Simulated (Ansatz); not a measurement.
# Br₂H₂O₂Si: one species, many methods

The task here is to estimate one member of a computed series from the others.

The runs use Ansatz 0.2.0, Gaussian basis; functionals in def2-TZVPP, the program's frozen cores in correlated methods.

The runs, in order: LDA (SPW92), PBE-D4, revPBE-D4, BLYP-D4, r2SCAN-D4, B97M-V, PBE0-D4, B3LYP-D4, r2SCANh-D4, r2SCAN0-D4, HSE06-D4, BHLYP-D4, CAM-B3LYP-D4, LC-ωPBE, ωB97X-V, ωB97M-V, B2PLYP, PBE-QIDH; CCSD(T)/def2-SVP; CCSD(T)/def2-TZVPP; MP2/def2-QZVPP; extrapolation to the limit; RPA on PBE.

### The relaxed structure

An earlier PBE0-D4 in a triple-zeta def2 set relaxation fixed the geometry.

SMILES `O[Si](O)(Br)Br`, 7 atoms, charge 0, spin multiplicity 1.

Atoms are counted from 1 here; the program's logs count them from 0.

Bond lengths: O1–Si2 1.623 Å, O1–H6 0.959 Å, Si2–O3 1.616 Å, Si2–Br4 2.193 Å, Si2–Br5 2.214 Å, O3–H7 0.960 Å. Angles: Si2–O1–H6 118.2°, O1–Si2–O3 109.0°, O1–Si2–Br4 112.2°, O1–Si2–Br5 108.7°, O3–Si2–Br4 106.5°, O3–Si2–Br5 111.7°, Br4–Si2–Br5 108.7°, Si2–O3–H7 117.6°.

Geometry (Å):

```mol
Br2H2O2Si
  3D, bonds by distance, orders not assigned

  7  6  0  0  0  0  0  0  0  0999 V2000
   -0.8092    0.2574    1.1349 O   0  0
   -0.0370   -0.0707   -0.2545 Si  0  0
    1.1208   -1.1618    0.0307 O   0  0
   -1.3687   -0.9554   -1.7554 Br  0  0
    0.7955    1.8136   -1.0667 Br  0  0
   -1.4075    1.0067    1.1552 H   0  0
    1.7674   -0.9578    0.7103 H   0  0
  1  2  8  0
  2  3  8  0
  2  4  8  0
  2  5  8  0
  1  6  8  0
  3  7  8  0
M  END
```

The first run:

File in.yaml:

```yaml
crystal:
  periodic: [false, false, false]
  atoms:
    - {symbol: O, position_ang: [-0.809160, 0.257376, 1.134909]}
    - {symbol: Si, position_ang: [-0.037043, -0.070709, -0.254486]}
    - {symbol: O, position_ang: [1.120800, -1.161771, 0.030688]}
    - {symbol: Br, position_ang: [-1.368742, -0.955414, -1.755395]}
    - {symbol: Br, position_ang: [0.795523, 1.813601, -1.066679]}
    - {symbol: H, position_ang: [-1.407458, 1.006675, 1.155173]}
    - {symbol: H, position_ang: [1.767380, -0.957757, 0.710291]}
basis:
  gaussian: {orbitals: def2-TZVPP}
hamiltonian: {xc: lda}
output: {orbitals: {seedname: orbitals}}
```

Steps of the session up to this table: LDA; PBE-D4 (GGA); revPBE-D4 (GGA); BLYP-D4 (GGA); r2SCAN-D4 (meta-GGA); B97M-V (meta-GGA); PBE0-D4 (hybrid); B3LYP-D4 (hybrid); r2SCANh-D4 (hybrid); r2SCAN0-D4 (hybrid); HSE06-D4 (hybrid); BHLYP-D4 (hybrid); CAM-B3LYP-D4 (range-separated); LC-ωPBE-D4 (range-separated; the results give it without D4); ωB97X-V (range-separated); ωB97M-V (range-separated); B2PLYP (double hybrid); PBE-QIDH (double hybrid).

One table of the session follows, with a row left open; its other results are not shown here.

It belongs to the step «Orbital energies across the functionals». 

| functional | HOMO (eV) | gap (eV) |
| --- | --- | --- |
| LDA (SPW92) | -7.29 | 5.89 |
| PBE-D4 | -7.12 | 5.98 |
| revPBE-D4 | -7.06 | 6.03 |
| BLYP-D4 | -6.94 | 5.85 |
| r2SCAN-D4 | -7.48 | 6.75 |
| B97M-V | -7.54 | 6.84 |
| PBE0-D4 | -8.44 | 8.24 |
| B3LYP-D4 | -8.16 | 7.65 |
| r2SCANh-D4 | -7.95 | 7.54 |
| r2SCAN0-D4 | -8.67 | 8.72 |
| HSE06-D4 | -8.04 | 7.46 |
| BHLYP-D4 | -9.57 | 10.28 |
| CAM-B3LYP-D4 | -9.75 | 10.51 |
| LC-ωPBE | -11.15 | 13.23 |
| ωB97X-V | ? | ? |
| ωB97M-V | -10.63 | 12.22 |

Estimate the missing values for ωB97X-V.

The run gave: HOMO (eV): -10.78; gap (eV): 12.70. In the column «HOMO (eV)» it lies between LC-ωPBE (-11.15) and ωB97M-V (-10.63).
